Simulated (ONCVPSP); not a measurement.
# Pseudopotential generation for Cl: ONCV, PBE

Task: generate the file, and judge it by its errors in other configurations, its logarithmic derivatives, its ghosts and its cutoff.

Method: ONCVPSP 4.0.1, PBE, scalar-relativistic.

### Step 1. Starting point

Typed settings, in words:

```json
{"element": "chlorine (Cl, Z = 17)", "type": "optimised norm-conserving Vanderbilt (ONCV)", "frozen core": "[Ne]", "valence charge": "7", "reference configuration": "3s2 3p5", "partial waves": "3s: rc 1.30 bohr, ncon 5, nbas 8, qcut 5.5 1/bohr, 3 projectors, debl 1.3 Ha; 3p: rc 1.30 bohr, ncon 4, nbas 7, qcut 7 1/bohr, local; d scattering state at 0.22 Ha: rc 1.35 bohr, ncon 4, nbas 7, qcut 8.4 1/bohr, 1 projector", "local potential": "the p channel", "core correction": "not asked for"}
```

The outer shells as boxes (Hund's rule for the drawing; the calculation is spin-unpolarised):

```
[Ne] core
3s [↑↓]
3p [↑↓][↑↓][↑ ]
```

The nodes and maxima of the atom's own shells, from an earlier all-electron run, set the scale for the radii.

All-electron outer shells of the reference configuration (PBE, scalar-relativistic, ld1.x):

| shell | level (eV) | outermost node (bohr) | outermost maximum (bohr) |
| --- | --- | --- | --- |
| 2s | -252.70 | 0.12 | 0.36 |
| 2p | -191.63 | – | 0.30 |
| 3s | -20.69 | 0.55 | 1.29 |
| 3p | -8.59 | 0.53 | 1.43 |

### Step 2. The generation run

Input file Cl.dat:

```
# ATOM AND REFERENCE CONFIGURATION
# atsym  z   nc   nv     iexc    psfile
  Cl 17.00    3    2        4      upf
#
#   n    l    f
    1    0    2.00
    2    0    2.00
    2    1    6.00
    3    0    2.00
    3    1    5.00
#
# PSEUDOPOTENTIAL AND OPTIMIZATION
# lmax
    2
#
#   l,   rc,      ep,       ncon, nbas, qcut
    0    1.30    0.00    5    8    5.50
    1    1.30    0.00    4    7    7.00
    2    1.35    0.22    4    7    8.40
#
# LOCAL POTENTIAL
# lloc, lpopt,  rc(5),   dvloc0
    1    5    1.30    0.00
#
# VANDERBILT-KLEINMAN-BYLANDER PROJECTORs
# l, nproj, debl
    0    3    1.30
    1    0    1.80
    2    1    0.80
#
# MODEL CORE CHARGE
# icmod, fcfact, rcfact
    0    0.00    0.00
#
# LOG DERIVATIVE ANALYSIS
# epsh1, epsh2, depsh
   -2.00    5.00    0.02
#
# OUTPUT GRID
# rlmax, drl
    6.00    0.01
#
# TEST CONFIGURATIONS
# ncnf
    4
# nvcnf
#   n    l    f
    2
    3    0    2.00
    3    1    4.00
#
    2
    3    0    2.00
    3    1    3.00
#
    2
    3    0    2.00
    3    1    2.00
#
    2
    3    0    2.00
    3    1    1.00
#
```

Command:

```console
$ oncvpsp.x < Cl.dat > Cl.out
```

**Question.** What will these runs give? Wanted: cutoffs for 1 and 0.1 mHa per electron, occupied waves; bound ghosts; GHOST(+) flags; largest test error; largest phase difference near zero energy, channels read.

**Answer**, as computed:

| quantity | value |
| --- | --- |
| cutoffs for 1 and 0.1 mHa per electron, occupied waves | 16 Ha and 35 Ha |
| bound ghosts | s at -225.36 eV |
| GHOST(+) flags | s at 892 eV, s at 1897 eV |
| largest test error (AE − PS) | +145 meV, for 3s2 3p1 |
| largest phase difference near zero energy, channels read | 0.002 rad |

What this shows: A bound ghost (s) makes it unfit for use: electrons can fall into a state that the atom doesn't have. The worst unpolarised test, 3s2 3p1, is off by 145 meV on 129.9 eV; by total energies transferability rates as fair for so large an energy. That test lies far up in energy; among those under 40 eV, nearer to bonding, the largest error is 13 meV. It counts as soft on the atom at that tolerance, with 16 Ha needed at the looser tolerance. At the looser tolerance the 3s wave is the slowest; 3p needs 13 Ha. That counts occupied waves only; other projectors can need more. Near zero energy the phases of the channels with partial waves agree within 0.002 rad. The program also flags highly localised states, GHOST(+) (s). These are tests on the free atom; a crystal test is still owed.
